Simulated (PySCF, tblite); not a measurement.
# C6H11P: geometry, infrared bands and NMR shifts

Wanted: the infrared bands and NMR shifts of C6H11P (`CC(C)(C)CC#P`), by calculation.

Computed with tblite 0.8.0 and PySCF 2.14.0, with density-fitted response routines of our own, on a single molecule in the gas phase. Atoms count from 0, in the outputs and in this text.

## 1. The starting structure

18 atoms, charge 0, multiplicity 1; geometry from: force field or distance geometry start.

Bonds of the start (Å): C0–C1 1.52, C1–C2 1.52, C1–C3 1.52, C1–C4 1.51, C4–C5 1.46, C5–P6 1.54, C0–H7 1.09, C0–H8 1.10, C0–H9 1.13, C2–H10 1.10, C2–H11 1.10, C2–H12 1.12, C3–H13 1.11, C3–H14 1.09, C3–H15 1.14, C4–H16 1.10, C4–H17 1.12.

## 2. Geometry optimisation with GFN2-xTB

What the job is given:

```
{"job": {"kind": "relax", "xc": "GFN2-xTB", "basis": "xTB"}, "charge": 0, "multiplicity": 1}
C     -0.011000    -1.034600    -1.103100
C     -0.156800    -0.029300     0.026900
C     -0.391300     1.364400    -0.520100
C     -1.410900    -0.388800     0.806300
C      0.990900    -0.081100     1.005700
C      2.194100     0.226300     0.239600
P      3.483100     0.551300    -0.539300
H     -0.620800    -1.912400    -0.873900
H      1.063500    -1.268000    -1.207900
H     -0.397600    -0.495400    -2.015300
H      0.393000     1.624500    -1.244200
H     -0.521700     2.079300     0.309000
H     -1.339700     1.259700    -1.112200
H     -2.190500     0.346100     0.532400
H     -1.742500    -1.377500     0.502900
H     -1.208600    -0.305300     1.930000
H      0.816200     0.582600     1.864300
H      1.041900    -1.135600     1.387100
```

The run is started by

```
$ OMP_NUM_THREADS=1 python probes_run.py task.json out
```

This one command runs all jobs of the session in turn.

**Question.** This job is followed by: GFN2-xTB harmonic vibrations, gas phase; GIAO PBE0/pcSseg-1 NMR shielding, non-relativistic, gas phase. Predict these results of the whole session: strongest single infrared mode (GFN2-xTB); zero-point energy (GFN2-xTB); 13C shifts against TMS (PBE0/pcSseg-1, means over atoms taken as alike); 1H shifts against TMS (PBE0/pcSseg-1, means over atoms taken as alike); 31P shifts against H3PO4 (PBE0/pcSseg-1).

As calculated:

```
                                                               quantity                        value
                              strongest single infrared mode (GFN2-xTB)         3036 cm⁻¹, 75 km/mol
                                           zero-point energy (GFN2-xTB)                96.5 kcal/mol
13C shifts against TMS (PBE0/pcSseg-1, means over atoms taken as alike)  189.5, 46.7, 34.6, 30.3 ppm
 1H shifts against TMS (PBE0/pcSseg-1, means over atoms taken as alike)               2.52, 1.16 ppm
                               31P shifts against H3PO4 (PBE0/pcSseg-1)                     -8.4 ppm
```

What this shows: The optimisation took 76 steps and gained 0.759 eV; among the close pairs (by a distance rule), C3–H15 changed most, from 1.145 to 1.088 Å. No mode is imaginary among the 48: a minimum at this level. Unscaled tight-binding wavenumbers are off by several per cent, some by more. Its intensities can rank the bands wrongly. At PBE0/pcSseg-1: Shielding is most anisotropic at P6 (span 807 ppm, paramagnetic term -645 ppm).
